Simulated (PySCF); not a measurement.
**[La(H2CO)]3+: other functionals and bases at one geometry**

The task here is to estimate one member of a computed series from the others.

Method: several levels, as the steps say, no spin–orbit coupling; program: PySCF 2.14.0.

3 further runs of the same task are left out: 2 for a known fault of the program, 1 that didn't finish.

## The starting structure

5 atoms, charge 3, spin multiplicity 1.

Bond lengths: La1–O2 2.233 Å, O2–C3 1.276 Å, C3–H4 1.123 Å, C3–H5 1.123 Å. Angles: La1–O2–C3 180.0°, O2–C3–H4 119.3°, O2–C3–H5 119.3°, H4–C3–H5 121.4°.

As a file:

| atom | x (Å) | y (Å) | z (Å) |
| --- | --- | --- | --- |
| La1 | 0.0000 | 0.0000 | -0.3226 |
| O2 | 0.0000 | 0.0000 | 1.9103 |
| C3 | 0.0000 | 0.0000 | 3.1861 |
| H4 | 0.9788 | 0.0000 | 3.7356 |
| H5 | -0.9788 | 0.0000 | 3.7356 |

Formal oxidation states: La +3. The 4f shell is empty and lies in the core potential. An earlier session relaxed this geometry at BP86, La lcecp-1-SVP with ECP46, O def2-SVP, C def2-SVP, H def2-SVP (singlet, point group C2v).

At BP86 on the finer grid: E = -144.819384 Eh, HOMO -23.16 eV, LUMO -19.90 eV, Mulliken charge on La1 +2.46 e, largest force component 0.003 eV/Å. The large-core potential holds the 4f shell empty.

Levels to run: PBE0; TPSSh; M06-L; PBE; BP86, TZVP; BP86, x2c-SVP. Hardware: 2 threads of Arm Neoverse V2, shared host.

Set-up of the first run:

run.py (the lines that set the calculation)

```python
mol = gto.M(atom='''
La     0.00000     0.00000    -0.32257
O      0.00000     0.00000     1.91034
C      0.00000     0.00000     3.18610
H      0.97885     0.00000     3.73564
H     -0.97885     0.00000     3.73564''',
    basis={'La': 'lcecp-1-SVP', 'O': 'def2-SVP', 'C': 'def2-SVP', 'H': 'def2-SVP'},
    ecp={'La': 'lcecp-1-SVP'},
    charge=3, spin=0)
mf = dft.RKS(mol, xc='PBE0')
mf.grids.atom_grid = (75, 302)  # f atoms: unpruned, at least (60, 302)
mf = mf.density_fit()  # fitting sets: La AutoAux, O def2-universal-JKFIT, C def2-universal-JKFIT, H def2-universal-JKFIT
mf.conv_tol = 1e-08; mf.max_cycle = 55
mf.kernel(dm0)  # dm0: the density of the relaxed state
```

Launch:

```
$ OMP_NUM_THREADS=2 python run.py
```

Among the steps run: PBE0; TPSSh; M06-L; PBE; BP86, TZVP; BP86, x2c-SVP.

One table of the session follows, with a row left open; its other results are not shown here.

```
              level  HOMO (eV)  gap (eV)  charge on La1 (e)  dipole (D)  largest force component (eV/Å)
BP86 (relaxed here)     -23.16      3.25               2.46        3.90                            0.00
               PBE0     -24.38      5.53               2.53        3.47                            0.58
              TPSSh          ?         ?                  ?           ?                               ?
              M06-L     -23.03      3.75               2.55        3.37                            1.11
                PBE     -23.07      3.17               2.45        3.92                            0.15
         BP86, TZVP     -23.15      3.27               2.54        3.93                            0.30
      BP86, x2c-SVP     -23.30      3.22               2.44        4.13                            0.98
```

Q: Estimate the row for TPSSh from the others.

As computed: HOMO (eV): -23.65; gap (eV): 4.43; charge on La1 (e): 2.51; dipole (D): 3.61; largest force component (eV/Å): 0.31. In the column «HOMO (eV)» it lies between PBE0 (-24.38) and BP86, x2c-SVP (-23.30).

The dipole of a charged species depends on the origin, so these sizes hold for this origin alone.

In one basis the HOMO–LUMO gap runs from 3.17 eV (PBE) to 5.53 eV (PBE0). The largest leftover force, 1.11 eV/Å with M06-L, stands at a geometry relaxed at another level. With 4f in the core, its levels are missing from HOMO and gap, and its count is fixed, so no charge can pass from the ligands into it. Total energies of different levels can't be compared.
